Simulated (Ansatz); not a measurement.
# CH4ClFO3W: basis-set convergence

Aim: see how fast density functionals converge with the basis set for CH4ClFO3W.

The runs use Ansatz 0.2.0, Gaussian basis; one geometry, several basis sets.

The runs, in order: PBE0-D4/def2-SVP; ωB97M-V/def2-SVP; PBE0-D4/def2-QZVPP; ωB97M-V/def2-QZVPP; the functionals' def2-TZVPP values are taken from earlier runs.

## 1. Structure used throughout

All runs share one geometry, relaxed beforehand with PBE0-D4 in a triple-zeta def2 set. W takes the def2 core potential; no spin-orbit term is included.

SMILES `C[O][W](=[O])([OH])([F])[Cl]`, 11 atoms, charge 0, spin multiplicity 1.

Atoms are counted from 1 here; the program's logs count them from 0.

Bond lengths: C1–O2 1.400 Å, C1–H8 1.095 Å, C1–H9 1.094 Å, C1–H10 1.091 Å, O2–W3 1.842 Å, W3–O4 1.684 Å, W3–O5 1.905 Å, W3–F6 1.883 Å, W3–Cl7 2.305 Å, O5–H11 0.962 Å. Angles: O2–C1–H8 109.5°, O2–C1–H9 109.5°, O2–C1–H10 108.9°, H8–C1–H9 109.5°, H8–C1–H10 109.6°, H9–C1–H10 109.8°, C1–O2–W3 139.0°, O2–W3–O4 101.2°, O2–W3–O5 85.5°, O2–W3–F6 158.1°, O2–W3–Cl7 90.4°, O4–W3–O5 112.3°, O4–W3–F6 100.3°, O4–W3–Cl7 111.2°, O5–W3–F6 82.6°, O5–W3–Cl7 136.3°, F6–W3–Cl7 85.6°, W3–O5–H11 116.0°.

Geometry (Å):

```xyz
11
CH4ClFO3W
C     0.35827   -1.83794   -0.21122
O    -0.43483   -0.81777    0.32752
W    -0.40798    1.01528    0.50608
O    -1.96169    1.30898    1.08475
O    -0.32634    1.04781   -1.39723
F     0.22345    2.77935    0.32191
Cl    1.10586    0.84102    2.23606
H     1.27333   -1.94006    0.38055
H     0.61798   -1.59036   -1.24485
H    -0.20176   -2.77336   -0.18405
H    -0.18089    1.91014   -1.79892
```

## 2. PBE0-D4 in def2-SVP

Contents of in.yaml:

```yaml
crystal:
  periodic: [false, false, false]
  atoms:
    - {symbol: C, position_ang: [0.358271, -1.837942, -0.211216]}
    - {symbol: O, position_ang: [-0.434826, -0.817768, 0.327521]}
    - {symbol: W, position_ang: [-0.407978, 1.015285, 0.506077]}
    - {symbol: O, position_ang: [-1.961689, 1.308977, 1.084755]}
    - {symbol: O, position_ang: [-0.326340, 1.047813, -1.397227]}
    - {symbol: F, position_ang: [0.223448, 2.779354, 0.321910]}
    - {symbol: Cl, position_ang: [1.105858, 0.841018, 2.236063]}
    - {symbol: H, position_ang: [1.273325, -1.940055, 0.380545]}
    - {symbol: H, position_ang: [0.617984, -1.590364, -1.244854]}
    - {symbol: H, position_ang: [-0.201764, -2.773359, -0.184048]}
    - {symbol: H, position_ang: [-0.180889, 1.910140, -1.798924]}
basis:
  gaussian: {orbitals: def2-SVP}
hamiltonian: {xc: pbe0, dispersion: d4}
output: {orbitals: {seedname: orbitals}}
```

Launch:

```bash
$ ansatz run in.yaml --threads 4 --pin off --events-out ev --progress --plain --max-ram 11315MiB
```

After this run come: ωB97M-V in def2-SVP; PBE0-D4 in def2-QZVPP; ωB97M-V in def2-QZVPP.

**Question.** What will the summary of the whole plan be? Wanted: PBE0-D4: double and triple zeta above quadruple; ωB97M-V: double and triple zeta above quadruple.

The runs gave:

```
                                       quantity           value
PBE0-D4: double and triple zeta above quadruple  18.04, 0.93 eV
ωB97M-V: double and triple zeta above quadruple  18.29, 0.88 eV
```

What this shows: For PBE0-D4 the step from double to triple zeta gains 17.11 eV and the next only 0.93 eV. These are total energies; as a rule much of such shifts cancels in differences, which this series doesn't test.
